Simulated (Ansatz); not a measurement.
# AlP: a point defect seen from the nuclei (La on an Al site), part 2 of 2

Wanted: the field gradients around La on an Al site in AlP, cell charge 0, before and after the neighbours move. The cell is a supercell built from a computed entry of the Materials Project. Planned: a single point, then a relaxation.

Ansatz 0.2.0; DFT, PBE, plane-wave PAW, default files, scalar-relativistic. The steps go on from the part before.

## 3. Ions relaxed

input.yaml reads:

```yaml
crystal:
  lattice:
    - [0.0, 8.209451139, 8.209451139]
    - [8.209451139, 0.0, 8.209451139]
    - [8.209451139, 8.209451139, 0.0]
  atoms:
    - { symbol: La, position: [0.0, 0.0, 0.0] }
    - { symbol: Al, position: [0.0, 0.0, 0.3333333333] }
    - { symbol: Al, position: [0.0, 0.0, 0.6666666667] }
    - { symbol: Al, position: [0.0, 0.3333333333, 0.0] }
    - { symbol: Al, position: [0.0, 0.3333333333, 0.3333333333] }
    - { symbol: Al, position: [0.0, 0.3333333333, 0.6666666667] }
    - { symbol: Al, position: [0.0, 0.6666666667, 0.0] }
    - { symbol: Al, position: [0.0, 0.6666666667, 0.3333333333] }
    - { symbol: Al, position: [0.0, 0.6666666667, 0.6666666667] }
    - { symbol: Al, position: [0.3333333333, 0.0, 0.0] }
    - { symbol: Al, position: [0.3333333333, 0.0, 0.3333333333] }
    - { symbol: Al, position: [0.3333333333, 0.0, 0.6666666667] }
    - { symbol: Al, position: [0.3333333333, 0.3333333333, 0.0] }
    - { symbol: Al, position: [0.3333333333, 0.3333333333, 0.3333333333] }
    - { symbol: Al, position: [0.3333333333, 0.3333333333, 0.6666666667] }
    - { symbol: Al, position: [0.3333333333, 0.6666666667, 0.0] }
    - { symbol: Al, position: [0.3333333333, 0.6666666667, 0.3333333333] }
    - { symbol: Al, position: [0.3333333333, 0.6666666667, 0.6666666667] }
    - { symbol: Al, position: [0.6666666667, 0.0, 0.0] }
    - { symbol: Al, position: [0.6666666667, 0.0, 0.3333333333] }
    - { symbol: Al, position: [0.6666666667, 0.0, 0.6666666667] }
    - { symbol: Al, position: [0.6666666667, 0.3333333333, 0.0] }
    - { symbol: Al, position: [0.6666666667, 0.3333333333, 0.3333333333] }
    - { symbol: Al, position: [0.6666666667, 0.3333333333, 0.6666666667] }
    - { symbol: Al, position: [0.6666666667, 0.6666666667, 0.0] }
    - { symbol: Al, position: [0.6666666667, 0.6666666667, 0.3333333333] }
    - { symbol: Al, position: [0.6666666667, 0.6666666667, 0.6666666667] }
    - { symbol: P, position: [0.0833333333, 0.0833333333, 0.0833333333] }
    - { symbol: P, position: [0.0833333333, 0.0833333333, 0.4166666667] }
    - { symbol: P, position: [0.0833333333, 0.0833333333, 0.75] }
    - { symbol: P, position: [0.0833333333, 0.4166666667, 0.0833333333] }
    - { symbol: P, position: [0.0833333333, 0.4166666667, 0.4166666667] }
    - { symbol: P, position: [0.0833333333, 0.4166666667, 0.75] }
    - { symbol: P, position: [0.0833333333, 0.75, 0.0833333333] }
    - { symbol: P, position: [0.0833333333, 0.75, 0.4166666667] }
    - { symbol: P, position: [0.0833333333, 0.75, 0.75] }
    - { symbol: P, position: [0.4166666667, 0.0833333333, 0.0833333333] }
    - { symbol: P, position: [0.4166666667, 0.0833333333, 0.4166666667] }
    - { symbol: P, position: [0.4166666667, 0.0833333333, 0.75] }
    - { symbol: P, position: [0.4166666667, 0.4166666667, 0.0833333333] }
    - { symbol: P, position: [0.4166666667, 0.4166666667, 0.4166666667] }
    - { symbol: P, position: [0.4166666667, 0.4166666667, 0.75] }
    - { symbol: P, position: [0.4166666667, 0.75, 0.0833333333] }
    - { symbol: P, position: [0.4166666667, 0.75, 0.4166666667] }
    - { symbol: P, position: [0.4166666667, 0.75, 0.75] }
    - { symbol: P, position: [0.75, 0.0833333333, 0.0833333333] }
    - { symbol: P, position: [0.75, 0.0833333333, 0.4166666667] }
    - { symbol: P, position: [0.75, 0.0833333333, 0.75] }
    - { symbol: P, position: [0.75, 0.4166666667, 0.0833333333] }
    - { symbol: P, position: [0.75, 0.4166666667, 0.4166666667] }
    - { symbol: P, position: [0.75, 0.4166666667, 0.75] }
    - { symbol: P, position: [0.75, 0.75, 0.0833333333] }
    - { symbol: P, position: [0.75, 0.75, 0.4166666667] }
    - { symbol: P, position: [0.75, 0.75, 0.75] }
kpoints:
  mp_grid: { grid: [2, 2, 2] }
scf:
  occupations: { method: fermi_dirac, width: 0.01 }
hamiltonian:
  xc: pbe
  pseudopotentials: { kind: paw }
output:
  forces: true
  stress: true
  populations: true
  efg:
    quadrupole_moments_barn: { La: 0.206, Al: 0.1466 }
    contact_densities: true
relax:
  f_tol: 0.03
  max_steps: 40
```

Run with:

```bash
$ ansatz run input.yaml --threads 1 --pin off --max-ram 3072MiB --backend cpu --events-out ev --progress --plain --runs-dir out
```

The log of the run:

```text
[... 1 line left out ...]
Warning: RAYON_NUM_THREADS=1 ignored (pool sized by the plan → 1); use --threads N
La: projections on atomic orbitals take those of the free atom [Kr 4d10] 4f0 5s2 5p6 5d1 6s2, of charge +0.00 (hamiltonian.pseudopotentials.projection_atoms); the dataset's partial waves leave at most 1.9e-5 of an orbital's norm unspanned inside its sphere
La: output.efg is read without spin–orbit coupling, which moves field gradients at and beside such atoms by some per cent and up to a factor of two; PAW files take it under magnetization.noncollinear and magnetization.spin_orbit
Engine: ansatz 0.2.0, aarch64-unknown-linux-gnu
Pseudopotentials: kind: paw
Pseudopotential: La, paw, valence charge 11, recommended cutoff 420 eV (normal), La.paw.azcp
Pseudopotential: Al, paw, valence charge 3, recommended cutoff 420 eV (normal), Al.paw.azcp
Pseudopotential: P, paw, valence charge 5, recommended cutoff 420 eV (normal), P.paw.azcp
Functional definition: PBE
  parameter kappa = 0.804
  parameter beta = 0.06672455060314922
  exchange = pbe_x(kappa = kappa, mu = beta*pi^2/3)
  correlation = pbe_c(beta = beta)
Crystal: 54 atoms, lattice volume = 1106.553 Å³
Basis set: ecut = 420 eV, 21595 PW (Γ), exchange–correlation on 160×160×160 points (8 copies of the dense FFT grid, shifted against one another)
Bands: 166, of which v1, the nominal top of the filled ones, is band 112 counted from 1 (111 counted from 0)
Symmetry: 24 space group operations
Space group: F-43m (ITA 216), of the structure as read, at distance tolerance 1.0e-4 Å
k-points: 3 of 8
Non-local potential: La, projectors of the file, l = 0: 3, l = 1: 2, l = 2: 2, l = 3: 3
Non-local potential: Al, projectors of the file, l = 0: 2, l = 1: 2, l = 2: 1
Non-local potential: P, projectors of the file, l = 0: 2, l = 1: 2, l = 2: 2
PAW form: soft (Blöchl's): semilocal exchange-correlation on the pseudo side does not see the compensation charge
PAW one-centre angular grid: La, 590 points (default); XC on 64 Gauss nodes
PAW one-centre angular grid: Al, 110 points (default); XC on 64 Gauss nodes
PAW one-centre angular grid: P, 110 points (default); XC on 64 Gauss nodes
Initial density: superposition of atomic densities (neutral atoms: chi_scale 0, normalization atom), corrected by the library's trained network
Initial wavefunctions: pseudopotential atomic-orbital guess
Functional: x = pbe(κ = 0.804, μ = 0.2195149727645171), c = pbe(β = 0.06672455060314922)
SCF iter   1: F=—  HF=-40657.649158 eV  |F-HF|=—  |Δ(HF+E_count)|=         —  Δρ=2.37e-3  dr2=1.76e-1  ethr=1.77e-3  ⟨swp⟩=9.0  Hψ=2877  notcnv=0  defer=43
preconditioner: auto → Resta (q_TF=auto, 2.091 Å⁻¹)  ε∞=4.8  [insulator: Δε(μ)=1.611 eV  Ē_g=8.533 eV  σ=0.010 eV  W_gap=1.00  n_scr=168 (ndim 8)  ℏωp=16.6 eV  f_vac=0.000  D(μ)=0.00/eV (n_scr^D=0)  ε∞_Penn≈4.8]
SCF iter   2: F=—  HF=-40657.628763 eV  |F-HF|=—  |Δ(HF+E_count)|=   2.04e-2  Δρ=1.08e-3  dr2=2.35e-2  ethr=7.85e-5  ⟨swp⟩=3.3  Hψ=945  notcnv=0  defer=142
SCF iter   3: F=—  HF=-40657.629631 eV  |F-HF|=—  |Δ(HF+E_count)|=   8.69e-4  Δρ=4.64e-4  dr2=3.61e-3  ethr=1.05e-5  ⟨swp⟩=3.0  Hψ=625  notcnv=0  defer=142
SCF iter   4: F=—  HF=-40657.631237 eV  |F-HF|=—  |Δ(HF+E_count)|=   1.61e-3  Δρ=1.46e-4  dr2=3.75e-4  ethr=1.61e-6  ⟨swp⟩=2.3  Hψ=758  notcnv=0  defer=142
SCF iter   5: F=—  HF=-40657.631479 eV  |F-HF|=—  |Δ(HF+E_count)|=   2.42e-4  Δρ=3.38e-5  dr2=1.90e-5  ethr=1.68e-7  ⟨swp⟩=2.3  Hψ=705  notcnv=0  defer=142
SCF iter   6: F=-40657.631495 eV  HF=-40657.631495 eV  |F-HF|=5.42e-7  |Δ(HF+E_count)|=   1.57e-5  Δρ=9.32e-6  dr2=1.50e-6  ethr=8.49e-9  ⟨swp⟩=5.0  Hψ=1496  notcnv=0
SCF 1 converged in 6 iterations: F = -40657.631495 eV  dr2 = 1.50e-6
relax step   1: F+E_penalty+E_count = -40657.63149504 eV  Δ(F+E_penalty+E_count) = +0.000e0 eV  max|allowed force component| = 3.294e0 eV/Å  Δτ_max = 0.0000 Å  (6 SCF iters, dr2 threshold 2.25e-5 eV, accepted)
[... 10 lines left out ...]
[... 80 lines left out ...]
  atom  27  Al V_zz =    -0.008698   η = 0.0000   by run symmetry: allowed   C_q = -0.0308 MHz
            electrostatic potential = -1227.181377 V   contact ρ = 10084.150035 e/Å³
  atom  28  P  V_zz =    -5.726699   η = 0.0000   by run symmetry: allowed
            electrostatic potential = -1494.409252 V   contact ρ = 16017.151865 e/Å³
  atom  29  P  V_zz =    -1.435735   η = 0.0386   by run symmetry: allowed
            electrostatic potential = -1493.854946 V   contact ρ = 16017.210767 e/Å³
  atom  30  P  V_zz =    -5.726699   η = 0.0000   by run symmetry: allowed
            electrostatic potential = -1494.409252 V   contact ρ = 16017.151865 e/Å³
  atom  31  P  V_zz =    -1.435735   η = 0.0386   by run symmetry: allowed
            electrostatic potential = -1493.854946 V   contact ρ = 16017.210767 e/Å³
  atom  32  P  V_zz =    -1.435735   η = 0.0386   by run symmetry: allowed
            electrostatic potential = -1493.854946 V   contact ρ = 16017.210767 e/Å³
  atom  33  P  V_zz =    +0.098084   η = 0.2982   by run symmetry: allowed
            electrostatic potential = -1493.634250 V   contact ρ = 16017.255424 e/Å³
  atom  34  P  V_zz =    -5.726699   η = 0.0000   by run symmetry: allowed
            electrostatic potential = -1494.409252 V   contact ρ = 16017.151865 e/Å³
  atom  35  P  V_zz =    +0.098084   η = 0.2982   by run symmetry: allowed
            electrostatic potential = -1493.634250 V   contact ρ = 16017.255424 e/Å³
  atom  36  P  V_zz =    +0.098084   η = 0.2982   by run symmetry: allowed
            electrostatic potential = -1493.634250 V   contact ρ = 16017.255424 e/Å³
  atom  37  P  V_zz =    -1.435735   η = 0.0386   by run symmetry: allowed
            electrostatic potential = -1493.854946 V   contact ρ = 16017.210767 e/Å³
  atom  38  P  V_zz =    -1.435735   η = 0.0386   by run symmetry: allowed
            electrostatic potential = -1493.854946 V   contact ρ = 16017.210767 e/Å³
  atom  39  P  V_zz =    +0.098084   η = 0.2982   by run symmetry: allowed
            electrostatic potential = -1493.634250 V   contact ρ = 16017.255424 e/Å³
  atom  40  P  V_zz =    -1.435735   η = 0.0386   by run symmetry: allowed
            electrostatic potential = -1493.854946 V   contact ρ = 16017.210767 e/Å³
  atom  41  P  V_zz =    -0.095830   η = 0.0000   by run symmetry: allowed
            electrostatic potential = -1493.660173 V   contact ρ = 16017.185279 e/Å³
  atom  42  P  V_zz =    -0.095830   η = 0.0000   by run symmetry: allowed
            electrostatic potential = -1493.660173 V   contact ρ = 16017.185279 e/Å³
  atom  43  P  V_zz =    +0.098084   η = 0.2982   by run symmetry: allowed
            electrostatic potential = -1493.634250 V   contact ρ = 16017.255424 e/Å³
  atom  44  P  V_zz =    -0.095830   η = 0.0000   by run symmetry: allowed
            electrostatic potential = -1493.660173 V   contact ρ = 16017.185279 e/Å³
  atom  45  P  V_zz =    +0.098084   η = 0.2982   by run symmetry: allowed
            electrostatic potential = -1493.634250 V   contact ρ = 16017.255424 e/Å³
  atom  46  P  V_zz =    -5.726699   η = 0.0000   by run symmetry: allowed
            electrostatic potential = -1494.409252 V   contact ρ = 16017.151865 e/Å³
  atom  47  P  V_zz =    +0.098084   η = 0.2982   by run symmetry: allowed
            electrostatic potential = -1493.634250 V   contact ρ = 16017.255424 e/Å³
  atom  48  P  V_zz =    +0.098084   η = 0.2982   by run symmetry: allowed
            electrostatic potential = -1493.634250 V   contact ρ = 16017.255424 e/Å³
  atom  49  P  V_zz =    +0.098084   η = 0.2982   by run symmetry: allowed
            electrostatic potential = -1493.634250 V   contact ρ = 16017.255424 e/Å³
  atom  50  P  V_zz =    -0.095830   η = 0.0000   by run symmetry: allowed
            electrostatic potential = -1493.660173 V   contact ρ = 16017.185279 e/Å³
  atom  51  P  V_zz =    +0.098084   η = 0.2982   by run symmetry: allowed
            electrostatic potential = -1493.634250 V   contact ρ = 16017.255424 e/Å³
  atom  52  P  V_zz =    +0.098084   η = 0.2982   by run symmetry: allowed
            electrostatic potential = -1493.634250 V   contact ρ = 16017.255424 e/Å³
  atom  53  P  V_zz =    +0.098084   η = 0.2982   by run symmetry: allowed
            electrostatic potential = -1493.634250 V   contact ρ = 16017.255424 e/Å³
  atom  54  P  V_zz =    -0.000000   η = 0.0000   by run symmetry: forbidden
            electrostatic potential = -1493.634164 V   contact ρ = 16017.226906 e/Å³
--- Band table (eV) ---
[... 3 lines left out ...]
--- Relaxed structure (5 steps of the walk, 5 accepted, 0 SCFs on fresh bases) ---
  F+E_penalty+E_count = -40661.20209662 eV   max|allowed force component| = 1.819e-2 eV/Å
  atoms:
[... 54 lines left out ...]
--- Löwdin populations: 54 sites ---
  site symbol       q [e]
[... 54 lines left out ...]
  spilling = 0.007279 (of n_electrons = 224.000000)
```

It took 3.5 min on 1 thread of Arm Neoverse V1, shared host; peak memory 1.8 GiB.

Relaxation path:

```csv
step,energy change (eV),largest force component (eV/Å)
1,0.0000,3.294
2,-2.9927,1.110
3,-3.4711,0.319
4,-3.5689,0.038
5,-3.5706,0.018
```

Largest displacement: 0.350 Å (atom 28 and its like, P); mean 0.040 Å.

The run ends with gap on the mesh 1.33 eV, largest force 0.031 eV/Å, pressure 3.6 GPa.

Against step 2 (V_zz in 10²¹ V/m²):

| site | atoms | V_zz, PBE | V_zz, PBE relaxed | η, PBE | η, PBE relaxed |
| --- | --- | --- | --- | --- | --- |
| La | 1 | 0.00 | 0.00 | – | – |
| P28 | 28, 30, 34, … | -5.73 | -5.73 | 0.00 | 0.00 |
| Al2 | 2, 3, 4, … | 0.35 | -0.71 | 0.78 | 0.36 |
| P33 | 33, 35, 36, … | 0.15 | 0.098 | 0.46 | 0.30 |
| Al15 | 15, 17, 18, … | -0.022 | 0.022 | 0.87 | 0.99 |
| P29 | 29, 31, 32, … | 0.11 | -1.44 | 0.39 | 0.04 |
| Al5 | 5, 11, 13, … | 0.036 | -0.010 | 0.00 | 0.00 |
| Al9 | 9, 21, 25, … | -0.022 | -0.009 | 0.00 | 0.00 |
| P41 | 41, 42, 44, … | -0.11 | -0.096 | 0.00 | 0.00 |
| P54 | 54 | 0.00 | 0.00 | – | – |

Site by site (atoms counted from 1):

| site | atoms | distance from the defect (Å) | V_zz (10²¹ V/m²) | η | C_Q (MHz) |
| --- | --- | --- | --- | --- | --- |
| La | 1 | 0.00 | 0.00 | – | 0 (¹³⁹La) |
| P28 | 28, 30, 34, 46 | 2.72 | -5.73 | 0.00 | – |
| Al2 | 2, 3, 4, 6, … | 3.93 | -0.71 | 0.36 | -2.50 (²⁷Al) |
| P33 | 33, 35, 36, 39, … | 4.54 | 0.098 | 0.30 | – |
| Al15 | 15, 17, 18, 23, … | 5.47 | 0.022 | 0.99 | 0.077 (²⁷Al) |
| P29 | 29, 31, 32, 37, … | 5.96 | -1.44 | 0.04 | – |
| Al9 | 9, 21, 25, 27 | 6.70 | -0.009 | 0.00 | -0.031 (²⁷Al) |
| Al5 | 5, 11, 13, 14 | 6.70 | -0.010 | 0.00 | -0.037 (²⁷Al) |
| P54 | 54 | 7.11 | 0.00 | – | – |
| P41 | 41, 42, 44, 50 | 7.11 | -0.096 | 0.00 | – |

Direction of the V_zz axis (Cartesian unit vector):

```csv
site,atom,x,y,z
Al2,2,0.24,0.24,0.94
P28,28,0.58,0.58,0.58
P29,29,0.71,0.71,0.00
P33,33,0.31,-0.31,0.90
P41,41,0.58,0.58,0.58
```

The sizes of the gradients above 0.15 moved by over a factor of two in the median, over a factor of two at the site that moves most (small gradients counted from 0.15; P29, 0.11 to -1.44), with a change of sign at Al2, P29.

## 4. Simulated spectra, from step 3

²⁷Al (I = 5/2, Q = 146.6 mb) at 7.05 T, Larmor frequency 78.3 MHz. Second-order quadrupolar shifts of the central transition; chemical shifts are not computed, so all sites share one zero.

| site | count | C_Q (MHz) | η | ν_Q (MHz) | δ_QIS (ppm) |
| --- | --- | --- | --- | --- | --- |
| Al2 | 12 | -2.50 | 0.36 | 0.375 | -6.4 |
| Al15 | 6 | 0.077 | 0.99 | 0.012 | 0.0 |
| Al9 | 4 | -0.031 | 0.00 | 0.005 | 0.0 |
| Al5 | 4 | -0.037 | 0.00 | 0.006 | 0.0 |

²⁷Al central transition, static powder:

kHz, intensity and a bar:
```
     -2.4          0 
     -2.2          3 #
     -2.0          7 ##
     -1.9          8 ##
     -1.7          8 ###
     -1.6          9 ###
     -1.4         10 ###
     -1.2         12 ###
     -1.1         15 #####
     -0.9         14 ####
     -0.8         12 ###
     -0.6         11 ###
     -0.4         10 ###
     -0.3         10 ###
     -0.1         26 ########
      0.0        100 ##############################
      0.2          9 ###
      0.4          9 ###
      0.5         11 ###
      0.7         16 #####
      0.8         10 ###
      1.0          7 ##
      1.2          2 #
      1.3          0
```

## 5. What came out

The summary covers parts 1 to 2.

```
                            quantity                                                                                                                                                                            value
                      state (step 3)                                                                                                              gap on the mesh 1.33 eV, largest force 0.031 eV/Å, pressure 3.6 GPa
    V_zz by site, step 3 (10²¹ V/m²)                                                                                       La 0.00, P28 -5.73, Al2 -0.71, P33 0.098, Al15 0.022, P29 -1.44, Al9 -0.009, Al5 -0.010, …
         largest C_Q in size, step 3                                                                                                                                                            2.50 MHz, ²⁷Al at Al2
step 3 (ions relaxed) against step 2  over a factor of two in the median, over a factor of two at the site that moves most (small gradients counted from 0.15; P29, 0.11 to -1.44), with a change of sign at Al2, P29
```

The largest gradient sits at P28 (3 Al at 2.32 Å, 1 La at 2.72 Å). The runs allow no spin. The relaxation kept the symmetry F-43m, so a distorted place of lower energy may have been missed. Relaxing moved atoms by up to 0.35 Å and single gradients by over a factor of two in size at the worst site (over a factor of two in the median) (gradients over 0.15 counted), so at some sites the starting positions were a poor guide. At 7.05 T the ²⁷Al line of the largest coupling listed spans about 1.2 kHz under magic-angle spinning and 3.3 kHz static, from the quadrupolar part alone (no shift anisotropy). The defect repeats with the cell of 54 atoms, so it feels its images: sites between two images don't show the values beside a lone defect, and zeros or small values of η there can come from the images' arrangement. The relaxation keeps the site symmetry -43m of the start, so the impurity can't leave its site; a start off the site could end lower. The gap, too, lacks spin–orbit coupling.

The gaps are Kohn-Sham values of a semilocal functional, not quasiparticle or optical gaps. Such gaps usually fall short of the measured ones.
